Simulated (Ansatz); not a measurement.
# C2H8AlFSe: the cost of one run

Method: the settings change from run to run; program: Ansatz 0.2.0, Gaussian basis.

### 1 The relaxed structure

An earlier PBE0-D4 in a triple-zeta def2 set relaxation fixed the geometry.

SMILES `[CH3][Al-]([CH3])([F])[SeH2+]`, 13 atoms, charge 0, spin multiplicity 1.

Atoms are counted from 1 here; the program's logs count them from 0.

Bond lengths: C1–Al2 1.956 Å, C1–H6 1.095 Å, C1–H7 1.094 Å, C1–H8 1.096 Å, Al2–C3 1.956 Å, Al2–F4 1.677 Å, Al2–Se5 2.734 Å, C3–H9 1.094 Å, C3–H10 1.096 Å, C3–H11 1.095 Å, Se5–H12 1.468 Å, Se5–H13 1.468 Å. Angles: Al2–C1–H6 112.1°, Al2–C1–H7 112.6°, Al2–C1–H8 110.5°, H6–C1–H7 107.9°, H6–C1–H8 106.7°, H7–C1–H8 106.7°, C1–Al2–C3 123.2°, C1–Al2–F4 116.0°, C1–Al2–Se5 99.1°, C3–Al2–F4 116.0°, C3–Al2–Se5 99.1°, F4–Al2–Se5 93.3°, Al2–C3–H9 112.6°, Al2–C3–H10 110.6°, Al2–C3–H11 112.1°, H9–C3–H10 106.7°, H9–C3–H11 107.9°, H10–C3–H11 106.7° and more.

Geometry (Å):

```mol
C2H8AlFSe
  3D, bonds by distance, orders not assigned

 13 12  0  0  0  0  0  0  0  0999 V2000
   -1.8999    0.3555    0.1477 C   0  0
   -0.1213   -0.1518   -0.4887 Al  0  0
    0.8156   -1.7590    0.1155 C   0  0
    0.3095    0.4248   -2.0033 F   0  0
    1.3627    1.7333    0.8233 Se  0  0
   -1.9894    0.2683    1.2352 H   0  0
   -2.1694    1.3787   -0.1305 H   0  0
   -2.6643   -0.2999   -0.2843 H   0  0
    1.8680   -1.7686   -0.1834 H   0  0
    0.3576   -2.6562   -0.3152 H   0  0
    0.7741   -1.8763    1.2032 H   0  0
    2.5162    1.5117   -0.0581 H   0  0
    0.8609    2.8047   -0.0465 H   0  0
  1  2  8  0
  2  3  8  0
  2  4  8  0
  2  5  8  0
  1  6  8  0
  1  7  8  0
  1  8  8  0
  3  9  8  0
  3 10  8  0
  3 11  8  0
  5 12  8  0
  5 13  8  0
M  END
```

### 2 LC-wPBE/cc-pVTZ-DK

Set apart from the defaults: multiplicity 3, restricted open-shell orbitals, coordinates scaled by 1.25, finite nuclei, the search for lower states set to light.

Input file in.yaml:

```yaml
crystal:
  periodic: [false, false, false]
  atoms:
    - {symbol: C, position_ang: [-2.374906, 0.444372, 0.184574]}
    - {symbol: Al, position_ang: [-0.151610, -0.189776, -0.610850]}
    - {symbol: C, position_ang: [1.019532, -2.198709, 0.144384]}
    - {symbol: F, position_ang: [0.386928, 0.530989, -2.504159]}
    - {symbol: Se, position_ang: [1.703434, 2.166593, 1.029081]}
    - {symbol: H, position_ang: [-2.486693, 0.335383, 1.544055]}
    - {symbol: H, position_ang: [-2.711801, 1.723375, -0.163126]}
    - {symbol: H, position_ang: [-3.330321, -0.374870, -0.355416]}
    - {symbol: H, position_ang: [2.335023, -2.210804, -0.229200]}
    - {symbol: H, position_ang: [0.446996, -3.320238, -0.394042]}
    - {symbol: H, position_ang: [0.967602, -2.345343, 1.503942]}
    - {symbol: H, position_ang: [3.145257, 1.889649, -0.072587]}
    - {symbol: H, position_ang: [1.076186, 3.505879, -0.058156]}
basis:
  gaussian: {orbitals: cc-pVTZ-DK, nuclear_model: gaussian}
magnetization: {spin_polarized: false, initial_magnetization: 2}
hamiltonian: {xc: {name: LC-wPBE}}
scf: {lower_state_search: light}
output: {forces: true}
```

On the command line:

```
> ansatz run in.yaml --threads 4 --pin off --events-out ev --progress --plain --max-ram 11315MiB
```

What time and memory should one allow on 4 threads of Arm Neoverse V1, shared host?

About 41 s, with a peak of 1.3 GiB.
